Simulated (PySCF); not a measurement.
**[RuCl2]+: relaxation and vibrations of the sextet**

The task is one start of a wider search on [RuCl2]+: the sextet, from a bent start. It is relaxed, tested by its Hessian and followed downhill if it is a saddle.

The runs use PySCF 2.14.0; PBE0, basis Ru def2-TZVP with ECP28, Cl def2-TZVP, scalar-relativistic core potentials, no spin–orbit coupling, density fitting.

### Step 1. Where the work starts

3 atoms, charge 1, spin multiplicity 6.

Bond lengths: Ru1–Cl2 2.195 Å, Ru1–Cl3 2.195 Å. Angles: Cl2–Ru1–Cl3 110.0°.

Coordinates in bohr (charge 1 multiplicity 6):
```
Ru    0.0000    0.0000    0.0000
Cl    3.3981    0.0000    2.3794
Cl   -3.3981    0.0000    2.3794
```

### Step 2. The SCF at the typed geometry

The steps below are one call of a driver around PySCF. For each, scf.py gives the equivalent set-up of the SCF; relaxations use the driver's own optimiser. After this first run the driver tries any further starts and a stability analysis.

scf.py

```python
from pyscf import gto, scf, dft
mol = gto.M(atom='''
Ru     0.000000     0.000000     0.000000
Cl     1.798200     0.000000     1.259100
Cl    -1.798200     0.000000     1.259100''',
    basis={'Ru': 'def2-TZVP', 'Cl': 'def2-TZVP'},
    ecp={'Ru': 'def2-TZVP'},
    charge=1, spin=5)
mf = dft.UKS(mol, xc='PBE0')
mf.grids.atom_grid = (50, 194)
aux = {'Ru': 'def2-universal-JKFIT', 'Cl': 'def2-universal-JKFIT'}
mf = mf.density_fit(auxbasis=aux)
mf.conv_tol = 1e-08
mf.diis_space = 10
mf.max_cycle = 60
mf.init_guess = 'minao'
mf.verbose = 4
mf.kernel()
```

Command:

```sh
> OMP_NUM_THREADS=4 python axn.py task.json out
```

Further steps of the session: Bent start, sextet: relaxation; Vibrations and properties at this point.

Before running it: what results should come out? Wanted: minimum; geometry; wavenumbers; dipole moment; highest occupied, lowest empty level; polar-tensor charge of Ru1; zero-point energy; ⟨S²⟩.

As calculated:

| quantity | value |
| --- | --- |
| minimum | sextet, C2v |
| geometry | Ru–Cl 2.174 Å (×2); Cl–Ru–Cl 138.7° |
| wavenumbers (cm⁻¹) | 69 (a1), 418 (a1), 474 (b2) |
| dipole moment (centre of mass) | 1.77 D |
| highest occupied, lowest empty level (either spin) | -14.39, -11.35 eV |
| polar-tensor charge of Ru1 | +1.46 e |
| zero-point energy | 5.7 kJ/mol |
| entropy at 298.15 K | 315.8 J/(mol K) |
| ⟨S²⟩ | 8.762 |

The bent start keeps its C2v symmetry and ends in a minimum. In the infrared the band at 474 cm⁻¹ (b2, stretch) leads. Most of the spin sits on Ru1 (Mulliken spin 3.94, against 5 for the whole molecule). Only this shape and spin were tried, so other structures or states may lie lower. Open d and f shells are described by one determinant, and the ground state may have another occupation or spin.
